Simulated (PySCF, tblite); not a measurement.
# C₇H₁₀BF: geometry, infrared bands and NMR shifts

Wanted: the infrared bands and NMR shifts of C₇H₁₀BF (`C#C/C(C)=C/[C@@H](C)BF`), by calculation.

Computed with tblite 0.8.0 and PySCF 2.14.0, with density-fitted response routines of our own, on a single molecule in the gas phase. Atoms count from 0, in the outputs and in this text.

**1. Starting geometry**

19 atoms, charge 0, multiplicity 1; geometry from: force field or distance geometry start.

Bonds of the start (Å): C0–C1 1.22, C1–C2 1.43, C2–C3 1.51, C2–C4 1.33, C4–C5 1.48, C5–C6 1.52, C5–B7 1.59, B7–F8 1.45, C0–H9 1.07, C3–H10 1.10, C3–H11 1.11, C3–H12 1.08, C4–H13 1.10, C5–H14 1.13, C6–H15 1.11, C6–H16 1.12, C6–H17 1.12, B7–H18 1.20.

**2. Geometry optimisation with GFN2-xTB**

The job: settings as JSON, then the geometry in Å.

```
{"job": {"kind": "relax", "xc": "GFN2-xTB", "basis": "xTB"}, "charge": 0, "multiplicity": 1}
C      3.527900    -1.443900     0.358500
C      2.519800    -0.763800     0.232600
C      1.348200     0.040600     0.083600
C      1.420800     1.543500    -0.031600
C      0.167200    -0.575400     0.032800
C     -1.127000     0.131200    -0.140400
C     -2.081700    -0.643400    -1.041400
B     -1.898100     0.338900     1.234100
F     -3.001500     1.285300     1.187800
H      4.395500    -2.049800     0.479700
H      0.710000     2.024500     0.655900
H      2.457900     1.795700     0.262200
H      1.264500     1.882200    -1.047800
H      0.155400    -1.671600     0.102400
H     -0.973600     1.146600    -0.610500
H     -3.003100    -0.031600    -1.087300
H     -1.609500    -0.759700    -2.047000
H     -2.299400    -1.662700    -0.634400
H     -1.983000    -0.577300     2.003500
```

Launch:

```sh
OMP_NUM_THREADS=1 python probes_run.py task.json out
```

One launch serves the whole session: the jobs run in the order shown.

**Question.** This job is followed by: GFN2-xTB harmonic vibrations, gas phase; GIAO PBE0/pcSseg-1 NMR shielding, non-relativistic, gas phase. What will the session give for the following? strongest single infrared mode (GFN2-xTB); zero-point energy (GFN2-xTB); 13C shifts against TMS (PBE0/pcSseg-1); 1H shifts against TMS (PBE0/pcSseg-1, means over atoms taken as alike); 11B shifts against BF3·OEt2 (PBE0/pcSseg-1); 19F shifts against CFCl3 (PBE0/pcSseg-1).

The runs gave:

```
                                                              quantity                                           value
                             strongest single infrared mode (GFN2-xTB)                           1256 cm⁻¹, 225 km/mol
                                          zero-point energy (GFN2-xTB)                                   92.8 kcal/mol
                                13C shifts against TMS (PBE0/pcSseg-1)  143.4, 131.4, 91.5, 87.3, 37.2, 21.9, 16.6 ppm
1H shifts against TMS (PBE0/pcSseg-1, means over atoms taken as alike)          5.84, 5.00, 2.80, 2.24, 2.10, 1.25 ppm
                           11B shifts against BF3·OEt2 (PBE0/pcSseg-1)                                        47.7 ppm
                              19F shifts against CFCl3 (PBE0/pcSseg-1)                                       -31.7 ppm
```

In words: Over 146 steps the energy fell by 0.730 eV; of the close pairs, B7–F8 changed most, 1.454 to 1.319 Å. No mode is imaginary among the 51: a minimum at this level. The strongest single mode, at 1256 cm⁻¹, is carried by B7, H14, F8. GFN2-xTB is a fitted tight-binding method: band positions and strengths are rough. Its intensities can rank the bands wrongly. H13 (hydrogen on an alkene CH) lies farthest downfield among hydrogen, at 5.84 ppm; olefinic region. At PBE0/pcSseg-1: The widest tensor belongs to F8: span 436 ppm, with a paramagnetic part of -266 ppm.
